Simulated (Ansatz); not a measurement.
# C2H8O3Si2: a ladder of functionals and wavefunction methods

The task here is to estimate one member of a computed series from the others.

The runs use Ansatz 0.2.0, Gaussian basis; functionals in def2-TZVPP, the program's frozen cores in correlated methods.

Levels to be run: PBE-D4, r2SCAN-D4, PBE0-D4, B3LYP-D4, ωB97X-V, ωB97M-V, B2PLYP; CCSD(T)/def2-TZVPP; MP2/def2-QZVPP; extrapolation to the limit.

### The relaxed structure

The geometry comes from an earlier relaxation with PBE0-D4 in a triple-zeta def2 set; it is a stationary point, not always the lowest conformer.

SMILES `C=C[SiH](O)O[SiH2]O`, 15 atoms, charge 0, spin multiplicity 1.

Atoms are counted from 1 here; the program's logs count them from 0.

Bond lengths: C1–C2 1.330 Å, C1–H8 1.086 Å, C1–H9 1.086 Å, C2–Si3 1.843 Å, C2–H10 1.089 Å, Si3–O4 1.641 Å, Si3–O5 1.644 Å, Si3–H11 1.487 Å, O4–H12 0.960 Å, O5–Si6 1.631 Å, Si6–O7 1.650 Å, Si6–H13 1.483 Å, Si6–H14 1.478 Å, O7–H15 0.958 Å. Angles: C2–C1–H8 122.2°, C2–C1–H9 121.4°, H8–C1–H9 116.3°, C1–C2–Si3 122.6°, C1–C2–H10 118.6°, Si3–C2–H10 118.9°, C2–Si3–O4 107.7°, C2–Si3–O5 109.1°, C2–Si3–H11 112.2°, O4–Si3–O5 111.0°, O4–Si3–H11 109.9°, O5–Si3–H11 106.9°, Si3–O4–H12 116.8°, Si3–O5–Si6 133.7°, O5–Si6–O7 110.6°, O5–Si6–H13 107.5°, O5–Si6–H14 110.4°, O7–Si6–H13 110.4° and more.

Set-up of the first run:

File in.yaml:

```yaml
crystal:
  periodic: [false, false, false]
  atoms:
    - {symbol: C, position_ang: [-1.656778, 2.008615, -0.933741]}
    - {symbol: C, position_ang: [-1.086554, 1.043030, -1.648905]}
    - {symbol: Si, position_ang: [-0.265643, -0.413638, -0.872847]}
    - {symbol: O, position_ang: [1.261008, -0.501401, -1.467549]}
    - {symbol: O, position_ang: [-0.252830, -0.216890, 0.759655]}
    - {symbol: Si, position_ang: [0.862949, -0.486010, 1.917773]}
    - {symbol: O, position_ang: [1.810778, -1.776795, 1.521525]}
    - {symbol: H, position_ang: [-2.147367, 2.860324, -1.396679]}
    - {symbol: H, position_ang: [-1.652753, 1.986458, 0.152142]}
    - {symbol: H, position_ang: [-1.119755, 1.111007, -2.735094]}
    - {symbol: H, position_ang: [-0.989722, -1.681893, -1.150534]}
    - {symbol: H, position_ang: [1.818439, -1.205459, -1.127932]}
    - {symbol: H, position_ang: [0.137976, -0.746436, 3.185200]}
    - {symbol: H, position_ang: [1.781510, 0.666394, 2.024558]}
    - {symbol: H, position_ang: [1.498753, -2.647307, 1.772428]}
basis:
  gaussian: {orbitals: def2-TZVPP}
hamiltonian: {xc: pbe, dispersion: d4}
output: {forces: true, orbitals: {seedname: orbitals}}
```

Run with:

```bash
$ ansatz run in.yaml --threads 2 --pin off --events-out ev --progress --plain --max-ram 32768MiB --backend cuda --devices 0, --max-vram 18GiB
```

Steps of the session up to this table: PBE-D4 (GGA); r2SCAN-D4 (meta-GGA); PBE0-D4 (hybrid); B3LYP-D4 (hybrid); ωB97X-V (range-separated); ωB97M-V (range-separated); B2PLYP (double hybrid); CCSD(T) in def2-TZVPP; MP2 in def2-QZVPP.

One of the session's tables, all rows but one given; the rest of the session is left out.

```
            method  atomisation energy (kcal/mol)
            PBE-D4                         1449.3
         r2SCAN-D4                         1437.5
           PBE0-D4                         1424.1
          B3LYP-D4                         1432.0
           ωB97X-V                         1438.9
           ωB97M-V                         1440.5
            B2PLYP                         1420.7
     HF/def2-TZVPP                              ?
    MP2/def2-TZVPP                         1431.7
   CCSD/def2-TZVPP                         1380.9
CCSD(T)/def2-TZVPP                         1401.4
           MP2/CBS                         1472.7
       CCSD(T)/CBS                         1442.5
```

**Question.** Estimate the row for HF/def2-TZVPP.

The run gave: atomisation energy (kcal/mol): 1052.7. In the column «atomisation energy (kcal/mol)» it is the lowest.
